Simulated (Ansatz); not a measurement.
# C₅HF₆O₂−: a ladder of functionals and wavefunction methods

The task here is to estimate one member of a computed series from the others.

Program: Ansatz 0.2.0, Gaussian basis. Level of theory: functionals in def2-TZVPPD, the program's frozen cores in correlated methods. These are calculated values, not measurements.

Levels to be run: LDA (SPW92), PBE-D4, revPBE-D4, BLYP-D4, r2SCAN-D4, B97M-V, PBE0-D4, B3LYP-D4, r2SCANh-D4, r2SCAN0-D4, HSE06-D4, BHLYP-D4, CAM-B3LYP-D4, LC-ωPBE, ωB97X-V, ωB97M-V, B2PLYP, PBE-QIDH; CCSD(T)/def2-SVPD; CCSD(T)/def2-TZVPPD; MP2/def2-QZVPPD; extrapolation to the limit; RPA on PBE.

### Structure used throughout

The geometry comes from an earlier relaxation with PBE0-D4 in a triple-zeta def2 set; it is a stationary point, not always the lowest conformer.

SMILES `O=C([CH-]C(=O)C(F)(F)F)C(F)(F)F`, 14 atoms, charge -1, spin multiplicity 1.

Atoms are counted from 1 here; the program's logs count them from 0.

Bond lengths: O1–C2 1.227 Å, C2–C3 1.405 Å, C2–C10 1.561 Å, C3–C4 1.409 Å, C3–H14 1.084 Å, C4–O5 1.231 Å, C4–C6 1.555 Å, C6–F7 1.341 Å, C6–F8 1.340 Å, C6–F9 1.340 Å, C10–F11 1.351 Å, C10–F12 1.351 Å, C10–F13 1.333 Å. Angles: O1–C2–C3 132.1°, O1–C2–C10 115.8°, C3–C2–C10 112.1°, C2–C3–C4 129.9°, C2–C3–H14 117.0°, C4–C3–H14 113.1°, C3–C4–O5 125.0°, C3–C4–C6 119.7°, O5–C4–C6 115.3°, C4–C6–F7 110.7°, C4–C6–F8 112.6°, C4–C6–F9 112.6°, F7–C6–F8 106.2°, F7–C6–F9 106.2°, F8–C6–F9 108.0°, C2–C10–F11 112.5°, C2–C10–F12 112.5°, C2–C10–F13 112.1° and more.

The first run:

File in.yaml:

```yaml
crystal:
  periodic: [false, false, false]
  atoms:
    - {symbol: O, position_ang: [0.608657, -0.505409, 1.550796]}
    - {symbol: C, position_ang: [0.760008, -0.503898, 0.332986]}
    - {symbol: C, position_ang: [0.002440, 0.054699, -0.709714]}
    - {symbol: C, position_ang: [-1.191439, 0.800713, -0.659983]}
    - {symbol: O, position_ang: [-1.784518, 1.251112, -1.640380]}
    - {symbol: C, position_ang: [-1.851549, 1.106149, 0.714872]}
    - {symbol: F, position_ang: [-2.973156, 1.823232, 0.553144]}
    - {symbol: F, position_ang: [-2.209550, -0.005078, 1.373611]}
    - {symbol: F, position_ang: [-1.058458, 1.828211, 1.518964]}
    - {symbol: C, position_ang: [2.022791, -1.255074, -0.194751]}
    - {symbol: F, position_ang: [1.709533, -2.268053, -1.031323]}
    - {symbol: F, position_ang: [2.855268, -0.445180, -0.884089]}
    - {symbol: F, position_ang: [2.740856, -1.786328, 0.794761]}
    - {symbol: H, position_ang: [0.369118, -0.095095, -1.718892]}
basis:
  gaussian: {orbitals: "def2-TZVPPD.json"}
total_charge: -1
hamiltonian: {xc: lda}
output: {orbitals: {seedname: orbitals}}
```

Steps of the session up to this table: LDA; PBE-D4 (GGA); revPBE-D4 (GGA); BLYP-D4 (GGA); r2SCAN-D4 (meta-GGA); B97M-V (meta-GGA); PBE0-D4 (hybrid); B3LYP-D4 (hybrid); r2SCANh-D4 (hybrid); r2SCAN0-D4 (hybrid); HSE06-D4 (hybrid); BHLYP-D4 (hybrid); CAM-B3LYP-D4 (range-separated); LC-ωPBE (range-separated); ωB97X-V (range-separated); ωB97M-V (range-separated); B2PLYP (double hybrid); PBE-QIDH (double hybrid).

One of the session's tables, all rows but one given; the rest of the session is left out.

It belongs to the step «Orbital energies across the functionals». Levels are read from the orbital files that the runs wrote:

| functional | HOMO (eV) | LUMO (eV) | gap (eV) |
| --- | --- | --- | --- |
| LDA (SPW92) | -1.57 | 1.56 | 3.13 |
| PBE-D4 | -1.30 | 1.87 | 3.17 |
| revPBE-D4 | -1.19 | 1.99 | 3.19 |
| BLYP-D4 | -1.17 | 1.98 | 3.15 |
| r2SCAN-D4 | -1.49 | 2.01 | 3.50 |
| B97M-V | -1.47 | 2.11 | 3.59 |
| PBE0-D4 | -2.33 | 2.74 | 5.07 |
| B3LYP-D4 | -2.17 | 2.50 | 4.66 |
| r2SCANh-D4 | -1.89 | 2.33 | 4.22 |
| r2SCAN0-D4 | ? | ? | ? |
| HSE06-D4 | -1.94 | 2.37 | 4.31 |
| BHLYP-D4 | -3.31 | 3.71 | 7.02 |
| CAM-B3LYP-D4 | -3.59 | 3.75 | 7.34 |
| LC-ωPBE | -4.76 | 4.61 | 9.37 |
| ωB97X-V | -4.45 | 4.60 | 9.06 |
| ωB97M-V | -4.39 | 3.94 | 8.33 |

**Question.** Estimate the row for r2SCAN0-D4.

Worked estimate for «HOMO (eV)». Against the share of exact exchange, r2SCAN-D4 (0, -1.49), r2SCANh-D4 (0.1, -1.89) give a slope of -4.00 per unit share; at 0.25 the line stands at -2.49.

**Answer.** HOMO (eV): -2.49; LUMO (eV): 2.81; gap (eV): 5.30. In «HOMO (eV)» the line misses by 0.00.
